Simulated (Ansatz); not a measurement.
**AgRh in Ansatz: the effect of functional**

The system is AgRh.

```
Ag Rh
1.0
     2.77759    0.00000    0.00000
    -1.38879    2.40546    0.00000
     0.00000    0.00000    4.80860
Ag Rh
1 1
Direct
  0.00000 0.00000 0.50000
  0.66667 0.33333 0.00000
```

The cell comes from a database or a generator and needn't be the stable form of this composition.

Alike in all runs:

| Item | Value |
| --- | --- |
| Program | Ansatz 0.2.0 |
| Task | band structure |
| Potentials or basis | Ansatz PAW |
| k mesh | 6 × 6 × 3 |
| Occupations | fermi-dirac, width 0.05 eV |
| Spin | no spin polarisation |

```csv
functional,cutoff,pressure (GPa)
LDA,420 eV (not typed: the program's choice for these potentials),-15.3
PBEsol,420 eV (not typed: the program's choice for these potentials),-10.3
RPBE,420 eV (not typed: the program's choice for these potentials),2.2
revPBE,420 eV (not typed: the program's choice for these potentials),?
BLYP,420 eV (not typed: the program's choice for these potentials),7.2
r2SCAN,500 eV (not typed: the program's choice for these potentials),-6.4
```

Task: What does the run with functional revPBE give?

Result: Pressure 1.0 GPa.

Caveats: all runs use coarse meshes; the PAW data sets come from PBE, with cores solved anew for the run's functional, which leaves a small shift of forces and pressure.

Runs at the PBE level aren't shown here.
